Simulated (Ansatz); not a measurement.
**Nudged elastic band run: Ti₁₂H**

The input (input.yaml):

```yaml
crystal:
  lattice:
    - [5.9, 0.0, 0.0]
    - [-4.425, 7.664325, 0.0]
    - [0.0, 0.0, 4.6846]
  atoms:
    - { symbol: Ti, position: [0.00118966, 0.00160258, -0.00178981] }
    - { symbol: Ti, position: [0.16587019, 0.22164858, 0.49618055] }
    - { symbol: Ti, position: [-0.00180753, 0.33178513, 0.00013352] }
    - { symbol: Ti, position: [0.16407947, 0.55181356, 0.49989914] }
    - { symbol: Ti, position: [-0.00758921, 0.66392406, 0.00133207] }
    - { symbol: Ti, position: [0.16369516, 0.89122177, 0.49784949] }
    - { symbol: Ti, position: [0.50295404, 0.00418423, -0.0009074] }
    - { symbol: Ti, position: [0.66827494, 0.22368039, 0.49837665] }
    - { symbol: Ti, position: [0.50078081, 0.33377749, 0.00230099] }
    - { symbol: Ti, position: [0.66521458, 0.55371609, 0.50015094] }
    - { symbol: Ti, position: [0.50343682, 0.66401425, 0.00105557] }
    - { symbol: Ti, position: [0.67323713, 0.89124467, 0.49755893] }
    - { symbol: H, position: [0.33311783, 0.77755949, 0.74831977] }
basis:
  ecutwfc: 420.0
kpoints:
  mp_grid: { grid: [4, 3, 5] }
hamiltonian:
  xc: pbe
scf:
  occupations: { method: fermi_dirac, width: 0.15 }
  lower_state_search: "off"
neb:
  images: 3
  f_tol: 0.05
  initial_path: linear
  max_iterations: 80
  spring: 2.0
  final_atoms:
    - { symbol: Ti, position: [0.00083971, 0.00158437, 0.00100176] }
    - { symbol: Ti, position: [0.165501, 0.22157328, 0.50302457] }
    - { symbol: Ti, position: [-0.00210338, 0.33170651, -0.00092997] }
    - { symbol: Ti, position: [0.16355304, 0.55154704, 0.49952766] }
    - { symbol: Ti, position: [-0.00723088, 0.66406186, -0.00174449] }
    - { symbol: Ti, position: [0.16313093, 0.89124873, 0.50156982] }
    - { symbol: Ti, position: [0.50244998, 0.003928, 0.00033364] }
    - { symbol: Ti, position: [0.66797807, 0.22360258, 0.50083593] }
    - { symbol: Ti, position: [0.50039629, 0.33368977, -0.00308822] }
    - { symbol: Ti, position: [0.66485258, 0.55370398, 0.49904603] }
    - { symbol: Ti, position: [0.50285486, 0.6640375, -0.00166664] }
    - { symbol: Ti, position: [0.67363166, 0.89139422, 0.50207922] }
    - { symbol: H, position: [0.3318259, 0.77735828, 0.24998335] }
  order_check: true
```

Run as:

```bash
$ ansatz run input.yaml --threads 4 --pin off --max-ram 10240MiB --backend cpu --events-out ev --progress --plain --runs-dir out
```

Output, in part (warnings, iteration lines):

```
NEB end point (image 0): max|allowed force component| = 1.895e-2 eV/Å (the criterion of neb.relax_end_points is 1.000e-2)
NEB end point (image 4): max|allowed force component| = 2.016e-2 eV/Å (the criterion of neb.relax_end_points is 1.000e-2)
NEB iter   1: max|band force component| = 3.905e-1 eV/Å  barrier→ = 0.6949 eV  barrier← = 0.6949 eV  CI = image 2  Δτ_max = 0.0908 Å  (35 SCF iters)
NEB iter   2: max|band force component| = 3.200e-1 eV/Å  barrier→ = 0.6839 eV  barrier← = 0.6840 eV  CI = image 2  Δτ_max = 0.0476 Å  (22 SCF iters)
NEB iter   3: max|band force component| = 2.735e-2 eV/Å  barrier→ = 0.6615 eV  barrier← = 0.6616 eV  CI = image 2  Δτ_max = 0.0000 Å  (196 SCF iters)
```

The forces met the threshold. By the program's own check the climbing image is a first-order saddle point (lowest curvatures found: -2.02 and 0.62 eV/Å²). Limits of this set-up: coarse k mesh, odd electron count without spin, a small cell, in which the defect meets its images.

Final band:

```json
{"image": "0", "path coordinate (Å)": "0.00", "energy (eV)": "0.00"}
{"image": "1", "path coordinate (Å)": "0.57", "energy (eV)": "0.37"}
{"image": "2", "path coordinate (Å)": "1.13", "energy (eV)": "0.66"}
{"image": "3", "path coordinate (Å)": "1.70", "energy (eV)": "0.37"}
{"image": "4", "path coordinate (Å)": "2.27", "energy (eV)": "0.00"}
```

Time of the run: 5.3 min on 4 threads of INTEL(R) XEON(R) PLATINUM 8581C CPU @ 2.10GHz (Emerald Rapids), on a shared host, peak memory 2.5 GiB.
